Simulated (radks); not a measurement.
# Valence configurations of Se⁺

One table from this session's results is given with a row withheld; the runs are named, their logs left out.

Program: radks (a radial shooting solver on a logarithmic mesh, Libxc functionals) version 1. Level of theory: scalar-relativistic Kohn-Sham, PBE, spin-polarised, spherical densities, finite nucleus; open shells are filled with parallel spins first. These are calculated values, not measurements, unless marked.

## The system

* element: selenium (Z = 34)
* charge: +1
* electrons: 33
* configuration: [Ar] 3d10 4s2 4p3
* nuclear rms radius: 4.14 fm
* others tried: 3d10 4p5; 3d9 4s1 4p5; 3d10 4s1 4p4; 3d9 4s2 4p4; 3d9 4s1.5 4p4.5; 3d8 4s2 4p5; 3d9.5 4s2 4p3.5; 3d10 4s0.5 4p4.5

Outer shells as boxes (Hund's rule):

Se⁺
```
[Ar] core
3d [↑↓][↑↓][↑↓][↑↓][↑↓]
4s [↑↓]
4p [↑ ][↑ ][↑ ]
```

The first run:

The run's settings:

```text
Z 34
configuration [Ar] 3d10 4s2 4p3
relativity scalar-relativistic
functional pbe,pbe
spin polarised
nucleus finite rms 4.14 fm
c 137.035999084
```

Among the steps run: [Ar] 3d10 4s2 4p3.

One of the session's tables, all rows but one given; the rest of the session is left out.

It belongs to the step «[Ar] 3d10 4s2 4p3». Radial moments (bohr):

| level | <r> | outermost maximum (interpolated) | 90 % within | nodes |
| --- | --- | --- | --- | --- |
| 3p up | 0.5897 | 0.500 | 0.903 | 1 |
| 3p down | 0.5892 | 0.500 | 0.901 | 1 |
| 3d up | 0.6318 | 0.453 | 1.05 | 0 |
| 3d down | 0.6279 | 0.453 | 1.04 | 0 |
| 4s up | ? | ? | ? | ? |
| 4s down | 1.741 | 1.48 | 2.59 | 3 |
| 4p up | 2.099 | 1.75 | 3.17 | 2 |
| 4p down | 2.146 | 1.74 | 3.28 | 2 |

Estimate the missing values for 4s up.

As computed: <r>: 1.746; outermost maximum (interpolated): 1.50; 90 % within: 2.58; nodes: 3. In the column «<r>» it lies between 4s down (1.741) and 4p up (2.099).
